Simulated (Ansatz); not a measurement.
# Cu+ with H2O: superposition error and deformation

Aim: split the binding of a pair into the counterpoise interaction, the basis-set superposition error and the cost of deforming the fragments.

The runs use Ansatz 0.2.0, Gaussian basis; PBE0-D4 structures, single points in def2-TZVPPD.

Levels: PBE-D4, revPBE-D4, BLYP-D4, r2SCAN-D4, B97M-V, PBE0-D4, B3LYP-D4, HSE06-D4, wB97X-V, wB97M-V, B2PLYP, Hartree-Fock, MP2, CCSD, CCSD(T).

Correlated methods freeze the cores. The 3s and 3p shells of Cu and Zn are frozen; filled d shells are correlated. B3LYP uses VWN-RPA correlation. B2PLYP carries no dispersion term here.

129 further runs of the same task are left out: 129 set aside as unsound or not needed.

## (1) Starting geometry

The relaxed pair: 4 atoms, charge 1, spin multiplicity 1.

Atoms are counted from 1 here; the program's logs count them from 0.

Bond lengths: Cu1–O2 1.939 Å, O2–H3 0.964 Å, O2–H4 0.964 Å. Angles: Cu1–O2–H3 125.8°, Cu1–O2–H4 125.8°, H3–O2–H4 108.3°.

As a file:

```
Cu   -0.2213   -0.1169   -1.7183
O     0.0244    0.0146    0.2006
H     0.4932    0.7186    0.6626
H    -0.2962   -0.6162    0.8551
```

Atoms 1 to 1 are fragment A (Cu+), the rest fragment B (H2O). From earlier runs, pair energy (eV) and counterpoise interaction (kJ/mol):

| method | E(pair) | interaction |
| --- | --- | --- |
| PBE-D4 | -46705.62011 | -185.83 |
| revPBE-D4 | -46711.27401 | -170.32 |
| BLYP-D4 | -46716.85992 | -183.28 |
| r2SCAN-D4 | -46713.00986 | -191.17 |
| B97M-V | -46704.49760 | -186.19 |
| PBE0-D4 | -46705.83696 | -171.39 |
| B3LYP-D4 | -46716.05864 | -174.44 |
| HSE06-D4 | -46705.67343 | -170.86 |
| wB97X-V | -46709.63949 | -168.43 |
| wB97M-V | -46711.60045 | -167.10 |
| B2PLYP | -46705.85332 | -166.31 |
| MP2 | -46681.78787 | -155.41 |
| CCSD(T) | -46680.89987 | -150.32 |

First each fragment is run alone in its own basis, frozen in the shape it has in the pair (a, b).

## (2) wB97X-V/def2-TZVPPD

The input, a/in.yaml:

```yaml
crystal:
  periodic: [false, false, false]
  atoms:
    - {symbol: Cu, position_ang: [-0.221262, -0.116861, -1.718324]}
basis:
  gaussian: {orbitals: "def2-TZVPPD.json"}
total_charge: 1
hamiltonian: {xc: {name: wB97X-V}}
```

The input, b/in.yaml:

```yaml
crystal:
  periodic: [false, false, false]
  atoms:
    - {symbol: O, position_ang: [0.024364, 0.014551, 0.200641]}
    - {symbol: H, position_ang: [0.493203, 0.718616, 0.662597]}
    - {symbol: H, position_ang: [-0.296205, -0.616205, 0.855085]}
basis:
  gaussian: {orbitals: "def2-TZVPPD.json"}
hamiltonian: {xc: {name: wB97X-V}}
```

The basis file named in the input lies beside it (Basis Set Exchange, JSON).

One command serves all of them, each in its own folder.

Run with:

```sh
$ ansatz run in.yaml --threads 2 --pin off --events-out ev --progress --plain --max-ram 5222MiB
```

Output in a:

```text
Functional definition: wB97X-V
  name "wB97X-V"
  cite "Mardirossian & Head-Gordon, Phys. Chem. Chem. Phys. 16, 9904 (2014) doi:10.1039/C3CP54374A"
  cite "Becke, J. Chem. Phys. 107, 8554 (1997) doi:10.1063/1.475007"
  cite "Vydrov & Van Voorhis, J. Chem. Phys. 133, 244103 (2010) doi:10.1063/1.3521275"
  parameter omega = 0.3/bohr
  parameter cx = 0.167
  parameter cx1 = 0.603
  parameter cx2 = 1.194
  parameter css0 = 0.556
  parameter css1 = -0.257
  parameter cos0 = 1.219
  parameter cos1 = -1.850
  parameter b = 6.0
  parameter c = 0.01
  exchange = spin_sum(e_x_unif_sr(omega)*poly(b97_u_x, 1 - cx, cx1, cx2)) + cx*exact_x_sr(omega) + exact_x_lr(omega)
  correlation = spin_sum(e_c_pw_same_spin*poly(b97_u_same, css0, css1))
      + integral(e_c_pw_opposite_spin*poly(b97_u_opposite, cos0, cos1)) + vv10(b, c)
553 factors; their error is unknown
76 factors; integrals over basis functions are off by at most 9.5e-5 eV
mean field evaluation 1: about -44597.6896 eV, gradient 2.1e2 eV
mean field evaluation 2: about -43801.8921 eV, gradient 6.3e2 eV
mean field evaluation 4: about -44626.8768 eV, gradient 4.0e1 eV
mean field evaluation 8: about -44627.9285 eV, gradient 4.9e-2 eV
mean field evaluation 16: about -44627.9285 eV, gradient 1.9e-6 eV
mean field -44627.92849594 eV, -1640.0461223294 hartree, gradient 1.9e-6 eV, S^2 0.000000; 0 other end points of the search recorded, 0 dependent functions left out
reference -44627.92849436 eV, -1640.0461222712 hartree; 14, 14 occupied and 53, 53 virtual orbitals, 553 factors
Total energy: -44627.92849436 eV, -1640.0461222712 hartree
```

b printed, cut to the lines that bear on the results:

```text
[... 5 set-up lines as earlier in the session ...]
[...]
      + integral(e_c_pw_opposite_spin*poly(b97_u_opposite, cos0, cos1)) + vv10(b, c)
302 factors; their error is unknown
104 factors; integrals over basis functions are off by at most 3.0e-5 eV
[...]
mean field -2079.95151881 eV, -76.4368084745 hartree, gradient 2.9e-5 eV, S^2 0.000000; 0 other end points of the search recorded, 0 dependent functions left out
reference -2079.95151688 eV, -76.4368084037 hartree; 5, 5 occupied and 69, 69 virtual orbitals, 302 factors
Total energy: -2079.95151688 eV, -76.4368084037 hartree
```

Wall times: 1.3 s (a), 0.9 s (b) on 2 threads of Arm Neoverse V1, shared host; peak memory 0.26 GiB.

## (3) wB97M-V/def2-TZVPPD

Each input of step 2 (a, b) changes in the same lines:

```diff
-hamiltonian: {xc: {name: wB97X-V}}
+hamiltonian: {xc: {name: wB97M-V}}
```

Each run has its own folder and the same command.

Run with:

```sh
$ ansatz run in.yaml --threads 2 --pin off --events-out ev --progress --plain --max-ram 5222MiB
```

Log of a, cut to the lines that bear on the results:

```text
Functional definition: wB97M-V
  name "wB97M-V"
  cite "Mardirossian & Head-Gordon, J. Chem. Phys. 144, 214110 (2016) doi:10.1063/1.4952647"
[... 2 set-up lines as earlier in the session ...]
  # Of w^i u^j: cxij and so on, Table III.
[...]
  gx(w, u) = 1 - cx + cx01*u + cx10*w
  gss(w, u) = css00 + css04*u^4 + css10*w + css20*w^2 + css43*w^4*u^3
  gos(w, u) = cos00 + cos10*w + (cos20 + cos21*u)*w^2 + (cos60 + cos61*u)*w^6
[...]
      + integral(e_c_pw_mod_opposite_spin*gos(b97_w_opposite, b97_u_opposite)) + vv10(b, c)
553 factors; their error is unknown
76 factors; integrals over basis functions are off by at most 9.5e-5 eV
[...]
mean field -44629.92506620 eV, -1640.1194949330 hartree, gradient 5.5e-5 eV, S^2 0.000000; 0 other end points of the search recorded, 0 dependent functions left out
reference -44629.92510464 eV, -1640.1194963458 hartree; 14, 14 occupied and 53, 53 virtual orbitals, 553 factors
Total energy: -44629.92510464 eV, -1640.1194963458 hartree
```

Log of b, cut to the lines that bear on the results:

```text
[... 5 set-up lines as earlier in the session ...]
  # Of w^i u^j: cxij and so on, Table III.
[...]
  gx(w, u) = 1 - cx + cx01*u + cx10*w
  gss(w, u) = css00 + css04*u^4 + css10*w + css20*w^2 + css43*w^4*u^3
  gos(w, u) = cos00 + cos10*w + (cos20 + cos21*u)*w^2 + (cos60 + cos61*u)*w^6
[...]
      + integral(e_c_pw_mod_opposite_spin*gos(b97_w_opposite, b97_u_opposite)) + vv10(b, c)
302 factors; their error is unknown
104 factors; integrals over basis functions are off by at most 3.0e-5 eV
[...]
mean field -2079.93093106 eV, -76.4360518886 hartree, gradient 5.5e-6 eV, S^2 0.000000; 0 other end points of the search recorded, 0 dependent functions left out
reference -2079.93097859 eV, -76.4360536353 hartree; 5, 5 occupied and 69, 69 virtual orbitals, 302 factors
Total energy: -2079.93097859 eV, -76.4360536353 hartree
```

They took 1.7 s (a), 0.95 s (b) on 2 threads of Arm Neoverse V1, shared host; peak memory 0.26 GiB.

## (4) B2PLYP/def2-TZVPPD

Edit a/in.yaml of step 3 so:

```diff
@@ -7,2 +7,3 @@
 total_charge: 1
-hamiltonian: {xc: {name: wB97M-V}}
+hamiltonian: {xc: {name: B2PLYP}}
+correlation: {frozen_orbitals: {Cu: 9}}
```

Edit b/in.yaml of step 3 so:

```diff
@@ -8,2 +8,2 @@
   gaussian: {orbitals: "def2-TZVPPD.json"}
-hamiltonian: {xc: {name: wB97M-V}}
+hamiltonian: {xc: {name: B2PLYP}}
```

Each run has its own folder and the same command.

Run with:

```sh
$ ansatz run in.yaml --threads 2 --pin off --events-out ev --progress --plain --max-ram 5222MiB
```

a printed, cut to the lines that bear on the results:

```text
Functional definition: B2PLYP
  name "B2PLYP"
  cite "Grimme, J. Chem. Phys. 124, 034108 (2006) doi:10.1063/1.2148954"
  cite "Becke, Phys. Rev. A 38, 3098 (1988) doi:10.1103/PhysRevA.38.3098"
  cite "Lee, Yang & Parr, Phys. Rev. B 37, 785 (1988) doi:10.1103/PhysRevB.37.785"
[...]
466 factors; integrals over basis functions are off by at most 1.4e-4 eV
[...]
mean field -44620.83074562 eV, -1639.7852848161 hartree, gradient 3.5e-6 eV, S^2 0.000000; 0 other end points of the search recorded, 0 dependent functions left out
9 core orbitals not correlated: weight in the atoms' cores, before any rotation towards them, 1.000 or more for the frozen orbitals, at most 0.000 for the correlated occupied ones
reference -44620.83084023 eV, -1639.7852882931 hartree; 5, 5 occupied and 53, 53 virtual orbitals, 466 factors
second order -14.37753326 eV of doubles, -0.00000000 eV of singles
Total energy: -44624.71277421 eV, -1639.9279467357 hartree
```

Output in b, cut to the lines that bear on the results:

```text
[... 5 set-up lines as earlier in the session ...]
[...]
427 factors; integrals over basis functions are off by at most 1.1e-3 eV
[...]
mean field -2077.08455613 eV, -76.3314495394 hartree, gradient 7.4e-6 eV, S^2 0.000000; 0 other end points of the search recorded, 0 dependent functions left out
1 core orbitals not correlated: weight in the atoms' cores, before any rotation towards them, 1.000 or more for the frozen orbitals, at most 0.000 for the correlated occupied ones
reference -2077.08467267 eV, -76.3314538219 hartree; 4, 4 occupied and 69, 69 virtual orbitals, 427 factors
second order -8.53058668 eV of doubles, -0.00000000 eV of singles
Total energy: -2079.38793107 eV, -76.4160970071 hartree
```

They took 1 s (a), 0.5 s (b) on 2 threads of Arm Neoverse V1, shared host; peak memory 0.26 GiB.

## (5) B97M-V/def2-TZVPPD

Edit a/in.yaml of step 4 so:

```diff
@@ -7,3 +7,2 @@
 total_charge: 1
-hamiltonian: {xc: {name: B2PLYP}}
-correlation: {frozen_orbitals: {Cu: 9}}
+hamiltonian: {xc: {name: B97M-V}}
```

Edit b/in.yaml of step 4 so:

```diff
@@ -8,2 +8,2 @@
   gaussian: {orbitals: "def2-TZVPPD.json"}
-hamiltonian: {xc: {name: B2PLYP}}
+hamiltonian: {xc: {name: B97M-V}}
```

Each run has its own folder and the same command.

Run with:

```sh
$ ansatz run in.yaml --threads 2 --pin off --events-out ev --progress --plain --max-ram 5222MiB
```

Log of a, cut to the lines that bear on the results:

```text
Functional definition: B97M-V
  name "B97M-V"
  cite "Mardirossian & Head-Gordon, J. Chem. Phys. 142, 074111 (2015) doi:10.1063/1.4907719"
[... 2 set-up lines as earlier in the session ...]
  # Of w^i u^j: cxij and so on, Table III.
[...]
  gx(w, u) = cx00 + cx01*u + cx02*u^2 + (cx10 + cx11*u)*w
  gss(w, u) = css00 + css02*u^2 + css10*w + (css32*w^3 + css42*w^4)*u^2
  gos(w, u) = cos00 + cos01*u + cos03*u^3 + cos10*w + cos32*w^3*u^2
[...]
      + integral(e_c_pw_mod_opposite_spin*gos(b97_w_opposite, b97_u_opposite)) + vv10(b, c)
509 factors; their error is unknown
[...]
mean field -44622.55542175 eV, -1639.8486654948 hartree, gradient 5.7e-5 eV, S^2 0.000000; 0 other end points of the search recorded, 0 dependent functions left out
reference -44622.55546930 eV, -1639.8486672424 hartree; 14, 14 occupied and 53, 53 virtual orbitals, 509 factors
Total energy: -44622.55546930 eV, -1639.8486672424 hartree
```

Output in b, cut to the lines that bear on the results:

```text
[... 5 set-up lines as earlier in the session ...]
  # Of w^i u^j: cxij and so on, Table III.
[...]
  gx(w, u) = cx00 + cx01*u + cx02*u^2 + (cx10 + cx11*u)*w
  gss(w, u) = css00 + css02*u^2 + css10*w + (css32*w^3 + css42*w^4)*u^2
  gos(w, u) = cos00 + cos01*u + cos03*u^3 + cos10*w + cos32*w^3*u^2
[...]
      + integral(e_c_pw_mod_opposite_spin*gos(b97_w_opposite, b97_u_opposite)) + vv10(b, c)
302 factors; their error is unknown
[...]
mean field -2080.00065310 eV, -76.4386141264 hartree, gradient 4.3e-5 eV, S^2 0.000000; 0 other end points of the search recorded, 0 dependent functions left out
reference -2080.00071109 eV, -76.4386162575 hartree; 5, 5 occupied and 69, 69 virtual orbitals, 302 factors
Total energy: -2080.00071109 eV, -76.4386162575 hartree
```

They took 1.6 s (a), 0.95 s (b) on 2 threads of Arm Neoverse V1, shared host; peak memory 0.26 GiB.

## (6) CCSD(T)/def2-TZVPPD

Edit a/in.yaml of step 5 so:

```diff
@@ -7,2 +7,2 @@
 total_charge: 1
-hamiltonian: {xc: {name: B97M-V}}
+correlation: {method: ccsd_t, frozen_orbitals: {Cu: 9}}
```

Edit b/in.yaml of step 5 so:

```diff
@@ -8,2 +8,2 @@
   gaussian: {orbitals: "def2-TZVPPD.json"}
-hamiltonian: {xc: {name: B97M-V}}
+correlation: {method: ccsd_t}
```

One command serves all of them, each in its own folder.

Run with:

```sh
$ ansatz run in.yaml --threads 2 --pin off --events-out ev --progress --plain --max-ram 5222MiB
```

Output in a, cut to the lines that bear on the results:

```text
Functional definition: HF
  name "HF"
  cite "Fock, Z. Phys. 61, 126 (1930) doi:10.1007/BF01340294"
  parent pbe
[...]
466 factors; integrals over basis functions are off by at most 1.4e-4 eV
[...]
mean field -44590.93228105 eV, -1638.6865365090 hartree, gradient 7.8e-7 eV, S^2 0.000000; 0 other end points of the search recorded, 0 dependent functions left out
9 core orbitals not correlated: weight in the atoms' cores, before any rotation towards them, 1.000 or more for the frozen orbitals, at most 0.000 for the correlated occupied ones
reference -44590.93228105 eV, -1638.6865365090 hartree; 5, 5 occupied and 53, 53 virtual orbitals, 466 factors
second order -12.23242520 eV of doubles, -0.00000000 eV of singles
cycle   1  -10.14848868 eV  change     2.1e0 eV  update   1.1e-1
[...]
cycle   9  -10.67504320 eV  change    9.8e-6 eV  update   1.2e-6
perturbative correction -0.35026654 eV, -0.0128720579 hartree
Total energy: -44601.95759078 eV, -1639.0917091685 hartree
```

Output in b, cut to the lines that bear on the results:

```text
[... 4 set-up lines as earlier in the session ...]
[...]
427 factors; integrals over basis functions are off by at most 1.1e-3 eV
[...]
mean field -2069.78455133 eV, -76.0631793109 hartree, gradient 1.3e-6 eV, S^2 0.000000; 0 other end points of the search recorded, 0 dependent functions left out
1 core orbitals not correlated: weight in the atoms' cores, before any rotation towards them, 1.000 or more for the frozen orbitals, at most 0.000 for the correlated occupied ones
reference -2069.78455133 eV, -76.0631793109 hartree; 4, 4 occupied and 69, 69 virtual orbitals, 427 factors
second order -7.17233956 eV of doubles, -0.00000000 eV of singles
cycle   1  -7.15304743 eV  change    1.9e-2 eV  update   4.8e-2
[...]
cycle   9  -7.31809638 eV  change    1.5e-6 eV  update   3.2e-6
perturbative correction -0.22031820 eV, -0.0080965444 hartree
Total energy: -2077.32296591 eV, -76.3402109371 hartree
```

They took 1.1 s (a), 0.55 s (b) on 2 threads of Arm Neoverse V1, shared host; peak memory 0.26 GiB.

## (7) Relaxing H2O alone

The input, relax-b/in.yaml:

```yaml
crystal:
  periodic: [false, false, false]
  atoms:
    - {symbol: O, position_ang: [0.024364, 0.014551, 0.200641]}
    - {symbol: H, position_ang: [0.493203, 0.718616, 0.662597]}
    - {symbol: H, position_ang: [-0.296205, -0.616205, 0.855085]}
basis:
  gaussian: {orbitals: def2-TZVP}
hamiltonian: {xc: pbe0, dispersion: d4}
relax: {f_tol: 0.005, max_steps: 200}
```

Run with:

```sh
$ ansatz run in.yaml --threads 2 --pin off --events-out ev --progress --plain --max-ram 5222MiB
```

The program printed, cut to the lines that bear on the results:

```text
Functional definition: PBE0
  name "PBE0"
  cite "Adamo & Barone, J. Chem. Phys. 110, 6158 (1999) doi:10.1063/1.478522"
  cite "Perdew, Burke & Ernzerhof, Phys. Rev. Lett. 77, 3865 (1996) doi:10.1103/PhysRevLett.77.3865"
[... 1 set-up line as earlier in the session ...]
[...]
239 factors; their error is unknown
[...]
mean field -2078.32459108 eV, -76.3770199834 hartree, gradient 1.3e-5 eV, S^2 0.000000; 0 other end points of the search recorded, 0 dependent functions left out
[...]
reference -2078.32460505 eV, -76.3770204964 hartree; 5, 5 occupied and 38, 38 virtual orbitals, 239 factors
relax step   1: F+E_penalty+E_count = -2078.32884137 eV  Δ(F+E_penalty+E_count) = +0.000e0 eV  max|allowed force component| = 3.440e-1 eV/Å  Δτ_max = 0.0000 Å  (23 SCF iters, accepted)
[...]
relax step   3: F+E_penalty+E_count = -2078.33730183 eV  Δ(F+E_penalty+E_count) = -2.021e-3 eV  max|allowed force component| = 4.800e-2 eV/Å  Δτ_max = 0.0091 Å  (26 SCF iters, accepted)
[...]
relax step   4: F+E_penalty+E_count = -2078.33733256 eV  Δ(F+E_penalty+E_count) = -3.073e-5 eV  max|allowed force component| = 2.343e-3 eV/Å  Δτ_max = 0.0010 Å  (27 SCF iters, accepted)
239 factors; their error is unknown
mean field -2078.33307686 eV, -76.3773318299 hartree, gradient 1.2e-5 eV, S^2 0.000000; 1 other end points of the search recorded, 0 dependent functions left out
[...]
reference -2078.33309087 eV, -76.3773323445 hartree; 5, 5 occupied and 38, 38 virtual orbitals, 239 factors
Total energy: -2078.33734656 eV, -76.3774887386 hartree
Atom 0 at     0.022659     0.013708     0.187803 Å, force    -0.000311    -0.000154    -0.002343 eV/Å
Atom 1 at     0.484054     0.702125     0.671455 Å, force     0.000930     0.001387     0.000982 eV/Å
Atom 2 at    -0.285351    -0.598871     0.859065 Å, force    -0.000619    -0.001233     0.001360 eV/Å
Dipole moment:     0.056559     0.027963     0.425865 e Å
```

Wall time 1.1 s (2 threads of Arm Neoverse V1, shared host); peak memory 0.26 GiB.

Relaxation path:

| step | energy from step 1 (eV) | largest force component (eV/Å) |
| --- | --- | --- |
| 1 | 0.0000 | 0.3440 |
| 2 | -0.0064 | 0.1733 |
| 3 | -0.0085 | 0.0480 |
| 4 | -0.0085 | 0.0023 |

Distances of close pairs at the start and the end, largest changes first:

| bond | before (Å) | after (Å) | change (Å) |
| --- | --- | --- | --- |
| O1–H2 | 0.964 | 0.960 | -0.004 |
| O1–H3 | 0.964 | 0.960 | -0.004 |

## (8) PBE-D4/def2-TZVPPD

The input, free-b/in.yaml:

```yaml
crystal:
  periodic: [false, false, false]
  atoms:
    - {symbol: O, position_ang: [0.022659, 0.013708, 0.187803]}
    - {symbol: H, position_ang: [0.484054, 0.702125, 0.671455]}
    - {symbol: H, position_ang: [-0.285351, -0.598871, 0.859065]}
basis:
  gaussian: {orbitals: "def2-TZVPPD.json"}
hamiltonian: {xc: pbe, dispersion: d4}
```

Run with:

```sh
$ ansatz run in.yaml --threads 2 --pin off --events-out ev --progress --plain --max-ram 5222MiB
```

The program printed:

```text
Functional definition: PBE
  name "PBE"
[... 2 set-up lines as earlier in the session ...]
  parameter kappa = 0.804
  parameter beta = 0.06672455060314922
  exchange = pbe_x(kappa = kappa, mu = beta*pi^2/3)
  correlation = pbe_c(beta = beta)
302 factors; their error is unknown
mean field evaluation 1: about -2072.8382 eV, gradient 6.0e1 eV
mean field evaluation 2: about -2043.3201 eV, gradient 1.3e2 eV
mean field evaluation 4: about -2078.5010 eV, gradient 1.1e0 eV
mean field evaluation 8: about -2078.5002 eV, gradient 1.9e-2 eV
mean field -2078.50023419 eV, -76.3834747484 hartree, gradient 8.9e-5 eV, S^2 0.000000; 0 other end points of the search recorded, 0 dependent functions left out
reference -2078.50027379 eV, -76.3834762036 hartree; 5, 5 occupied and 69, 69 virtual orbitals, 302 factors
Total energy: -2078.50559068 eV, -76.3836715959 hartree
```

Run time: 0.3 s. Hardware: 2 threads of Arm Neoverse V1, shared host; peak memory 0.26 GiB.

## (9) r2SCAN-D4/def2-TZVPPD

Edit free-b/in.yaml of step 8 so:

```diff
@@ -8,2 +8,2 @@
   gaussian: {orbitals: "def2-TZVPPD.json"}
-hamiltonian: {xc: pbe, dispersion: d4}
+hamiltonian: {xc: r2scan, dispersion: d4}
```

Run with:

```sh
$ ansatz run in.yaml --threads 2 --pin off --events-out ev --progress --plain --max-ram 5222MiB
```

The program printed:

```text
Functional definition: r2SCAN
  name "r2SCAN"
  cite "Furness, Kaplan, Ning, Perdew & Sun, J. Phys. Chem. Lett. 11, 8208 (2020) doi:10.1021/acs.jpclett.0c02405"
  cite "Furness, Kaplan, Ning, Perdew & Sun, J. Phys. Chem. Lett. 11, 9248 (2020) doi:10.1021/acs.jpclett.0c03077"
  parent r2scan
  parameter k0 = 0.174
  parameter k1 = 0.065
  parameter a1 = 4.9479
  exchange = r2scan_x(k0 = k0, k1 = k1, a1 = a1)
  correlation = r2scan_c
302 factors; their error is unknown
mean field evaluation 1: about -2074.8353 eV, gradient 5.5e1 eV
mean field evaluation 2: about -2060.7148 eV, gradient 1.0e2 eV
mean field evaluation 4: about -2079.6470 eV, gradient 8.5e-1 eV
mean field evaluation 8: about -2079.6451 eV, gradient 2.4e-2 eV
mean field -2079.64509999 eV, -76.4255477907 hartree, gradient 6.7e-6 eV, S^2 0.000000; 0 other end points of the search recorded, 0 dependent functions left out
reference -2079.64511386 eV, -76.4255483001 hartree; 5, 5 occupied and 69, 69 virtual orbitals, 302 factors
Total energy: -2079.64638634 eV, -76.4255950632 hartree
```

Wall time 0.65 s (2 threads of Arm Neoverse V1, shared host); peak memory 0.26 GiB.

## (10) PBE0-D4/def2-TZVPPD

Edit free-b/in.yaml of step 9 so:

```diff
@@ -8,2 +8,3 @@
   gaussian: {orbitals: "def2-TZVPPD.json"}
-hamiltonian: {xc: r2scan, dispersion: d4}
+hamiltonian: {xc: pbe0, dispersion: d4}
+output: {orbitals: {seedname: orbitals}}
```

Run with:

```sh
$ ansatz run in.yaml --threads 2 --pin off --events-out ev --progress --plain --max-ram 5222MiB
```

The program printed, cut to the lines that bear on the results:

```text
[... 5 set-up lines as earlier in the session ...]
  parameter a = 0.25
[... 2 set-up lines as earlier in the session ...]
  exchange = (1 - a)*pbe_x(kappa = kappa, mu = beta*pi^2/3) + a*exact_x
[... 1 set-up line as earlier in the session ...]
302 factors; their error is unknown
mean field evaluation 1: about -2074.4710 eV, gradient 5.1e1 eV
mean field evaluation 2: about -2067.2886 eV, gradient 8.0e1 eV
mean field evaluation 4: about -2078.4895 eV, gradient 2.7e-1 eV
mean field evaluation 8: about -2078.4963 eV, gradient 1.8e-3 eV
mean field -2078.49629314 eV, -76.3833299174 hartree, gradient 8.4e-6 eV, S^2 0.000000; 0 other end points of the search recorded, 0 dependent functions left out
reference -2078.49632266 eV, -76.3833310025 hartree; 5, 5 occupied and 69, 69 virtual orbitals, 302 factors
Total energy: -2078.50057836 eV, -76.3834873964 hartree
```

Wall time 0.3 s (2 threads of Arm Neoverse V1, shared host); peak memory 0.26 GiB.

(Part 1 of 2 ends here.)
